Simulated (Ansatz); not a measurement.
Predict the output of the script below (Ansatz 0.2.0, Python API).

Script `spin.py`:
```python
from dataclasses import dataclass
import warnings

import ansatz


@dataclass
class Options:
    basis_set: str = "def2-TZVP"
    functional: str = "r2scan0"


cfg = Options()


def main() -> None:
    warnings.simplefilter("ignore", ansatz.DeckWarning)

    geometry_ang = [
        ("C", (-1.8096, 0.5934, 0.8659)),
        ("Al", (-0.1608, -0.32, 1.2475)),
        ("O", (1.3558, 0.1227, 0.297)),
        ("C", (1.5854, -0.6232, -0.8748)),
        ("S", (0.5825, 0.1366, -2.2495)),
        ("H", (-2.1276, 0.502, -0.2126)),
        ("H", (-2.6387, 0.2408, 1.5052)),
        ("H", (-1.6881, 1.7391, 1.0446)),
        ("H", (-0.1208, -1.4574, 2.3897)),
        ("H", (2.5845, -0.6491, -1.1376)),
        ("H", (1.191, -1.6959, -0.7249)),
        ("H", (1.3234, 1.3556, -2.1164)),
    ]
    mol = ansatz.Crystal.molecule()
    for symbol, xyz in geometry_ang:
        mol = mol.atom(symbol, xyz)

    model = (
        mol.calculation()
        .basis(gaussian=cfg.basis_set)
        .functional(cfg.functional)
    )
    found = {}
    for unpaired in [0, 2]:
        summary = model.spin("collinear", total=unpaired).run(threads=1).report
        s = unpaired / 2
        found[unpaired] = summary["free_energy_ev"]
        print(f"2S+1 = {unpaired + 1}: E = {found[unpaired]:.5f} eV, <S^2> = {abs(summary['mean_field']['state']['spin_squared']):.3f} (pure state {s * (s + 1):.2f})")
    lowest = min(found, key=found.get)
    for unpaired, e in found.items():
        print(f"multiplicity {unpaired + 1}: {23.060548 * (e - found[lowest]):.1f} kcal/mol above the lowest")


if __name__ == "__main__":
    main()
```

Running `python spin.py` prints:
```text
2S+1 = 1: E = -21665.52141 eV, <S^2> = 0.000 (pure state 0.00)
2S+1 = 3: E = -21661.10773 eV, <S^2> = 2.012 (pure state 2.00)
multiplicity 1: 0.0 kcal/mol above the lowest
multiplicity 3: 101.8 kcal/mol above the lowest
```

In order: multiplicity 1 (+0.00 eV) and multiplicity 3 (+4.41 eV), all at the one geometry.

What to keep in mind:
- Total energies depend on the basis set; only differences at equal settings carry meaning.
- The geometry is a force-field or estimated start, not a minimum of this method, and the basis set is short of its limit. All parts are taken at fixed geometry, without zero-point energy.
- Run time: 69 s on 1 thread of Intel(R) Xeon(R) Platinum 8259CL CPU @ 2.50GHz (Skylake/Cascade Lake), with other jobs on the host, peak memory 0.78 GiB.

(Lines on the test bed's own set-up are left out of the output.)
